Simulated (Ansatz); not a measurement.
# AlBGeH6OSi: the cost of one run

Program: Ansatz 0.2.0, Gaussian basis. Level of theory: the settings change from run to run. These are calculated values, not measurements.

**1. The geometry**

An earlier PBE0-D4 in a triple-zeta def2 set relaxation fixed the geometry.

SMILES `[GeH3][SiH]1[BH][AlH][O]1`, 11 atoms, charge 0, spin multiplicity 1.

Atoms are counted from 1 here; the program's logs count them from 0.

Bond lengths: Ge1–Si2 2.390 Å, Ge1–H6 1.539 Å, Ge1–H7 1.541 Å, Ge1–H8 1.539 Å, Si2–B3 2.017 Å, Si2–O5 1.677 Å, Si2–H9 1.493 Å, B3–Al4 2.156 Å, B3–H10 1.189 Å, Al4–O5 1.736 Å, Al4–H11 1.582 Å. Angles: Si2–Ge1–H6 111.8°, Si2–Ge1–H7 110.4°, Si2–Ge1–H8 110.2°, H6–Ge1–H7 107.7°, H6–Ge1–H8 108.7°, H7–Ge1–H8 107.9°, Ge1–Si2–B3 113.2°, Ge1–Si2–O5 111.4°, Ge1–Si2–H9 109.3°, B3–Si2–O5 93.9°, B3–Si2–H9 117.0°, O5–Si2–H9 111.3°, Si2–B3–Al4 78.0°, Si2–B3–H10 137.4°, Al4–B3–H10 144.6°, B3–Al4–O5 87.5°, B3–Al4–H11 149.8°, O5–Al4–H11 122.7° and more.

**2. r2SCAN0/ANO-RCC-VTZP**

Set apart from the defaults: multiplicity 3, D4 dispersion, high accuracy.

in.yaml

```yaml
crystal:
  periodic: [false, false, false]
  atoms:
    - {symbol: Ge, position_ang: [-1.175569, 0.802749, -1.489829]}
    - {symbol: Si, position_ang: [0.754316, 0.264058, -0.187038]}
    - {symbol: B, position_ang: [0.778166, -1.651537, 0.443874]}
    - {symbol: Al, position_ang: [0.617179, -0.568374, 2.301068]}
    - {symbol: O, position_ang: [0.639662, 0.892398, 1.363687]}
    - {symbol: H, position_ang: [-1.435675, 2.319152, -1.525408]}
    - {symbol: H, position_ang: [-2.427657, 0.125260, -0.900047]}
    - {symbol: H, position_ang: [-1.000427, 0.298219, -2.933190]}
    - {symbol: H, position_ang: [1.975631, 0.763154, -0.886375]}
    - {symbol: H, position_ang: [0.816786, -2.734299, -0.046902]}
    - {symbol: H, position_ang: [0.523189, -0.567879, 3.880759]}
basis:
  gaussian: {orbitals: ANO-RCC-VTZP}
magnetization: {spin_polarized: true, initial_magnetization: 2}
hamiltonian: {xc: {name: r2SCAN0}, dispersion: d4}
accuracy: high
output: {forces: true}
```

Command:

```sh
> ansatz run in.yaml --threads 4 --pin off --events-out ev --progress --plain --max-ram 10444MiB
```

Q: Estimate wall time and peak memory on 4 threads of AMD EPYC 7R43, shared host.

About 6.6 min, with a peak of 3.3 GiB.
